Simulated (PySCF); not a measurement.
# From one method to the next for HI⁺

Starting from one script, swap the method and compare what comes out for HI⁺.

Program: PySCF 2.14.0. Level of theory: each script names its method and basis. These are calculated values, not measurements.

6 further runs of the same task are left out: 2 for a known fault of the program, 4 that didn't finish.

### 1 The starting structure

HI⁺: 2 atoms, charge 1, spin multiplicity 2.

Bond lengths: H1–I2 1.730 Å.

### 2 The base run

input.py

```python
from pyscf import gto, scf, mp

mol = gto.M(
    atom='H 0 0 0; I 0 0 1.73',
    basis='lanl2dz',
    ecp={'I': 'lanl2dz'},
    charge=1,
    spin=1,
    verbose=4,
)
mf = scf.UHF(mol)
mf.kernel()
mp.MP2(mf).kernel()
mf.dip_moment()
print('orbital energies (hartree):', [e[max(0, n-3):n+3].round(4) for e, n in zip(mf.mo_energy, mol.nelec)])
```

Launch:

```sh
$ python input.py
```

### 3 Bp86 (UKS)

Edit 1 changes functional: none (Hartree–Fock) → bp86; SCF type: UHF → UKS; step after the SCF: mp2 → analyze.

input.py, as its differences from that of step 2:

```diff
@@ -1,2 +1,2 @@
-from pyscf import gto, scf, mp
+from pyscf import gto, dft
 
@@ -10,5 +10,5 @@
 )
-mf = scf.UHF(mol)
+mf = dft.UKS(mol, xc='bp86')
 mf.kernel()
-mp.MP2(mf).kernel()
+mf.mulliken_pop()
 mf.dip_moment()
```

### 4 Geometry optimisation

Edit 2 changes step after the SCF: mp2 → optimize.

input.py

```python
from pyscf import gto, scf
from pyscf.geomopt.geometric_solver import optimize

mol = gto.M(
    atom='H 0 0 0; I 0 0 1.73',
    basis='lanl2dz',
    ecp={'I': 'lanl2dz'},
    charge=1,
    spin=1,
    verbose=4,
)
mf = scf.UHF(mol)
mf.kernel()
mol_eq = optimize(mf, maxsteps=30)
print('optimised geometry (angstrom)')
print(mol_eq.tostring('raw'))
print('orbital energies (hartree):', [e[max(0, n-3):n+3].round(4) for e, n in zip(mf.mo_energy, mol.nelec)])
```

### 5 Stability test

Edit 3 changes step after the SCF: mp2 → stability.

input.py, as its differences from that of step 2:

```diff
@@ -1,2 +1,2 @@
-from pyscf import gto, scf, mp
+from pyscf import gto, scf
 
@@ -12,3 +12,3 @@
 mf.kernel()
-mp.MP2(mf).kernel()
+mf.stability(internal=True, external=True)
 mf.dip_moment()
```

What does the calculation give? Wanted: for each run, E(SCF); from base; gap, α spin; after the SCF.

The runs gave:

```
                  run  E(SCF) (hartree)  from base (eV)  cycles  gap, α spin (eV)              after the SCF
                 base        -11.358229               0       9             14.06  MP2 correlation -0.637 eV
           bp86 (UKS)        -11.609864  not comparable       8              5.25                        n/a
geometry optimisation        -11.358229          0.0000       9             14.06    bond 1.628 Å, -0.079 eV
       stability test        -11.358229          0.0000       9             14.06                     stable
```

SCF columns refer to the geometry typed in the script.

**Reading.** Total energies of different functionals can't be compared with each other; differences within one functional can.
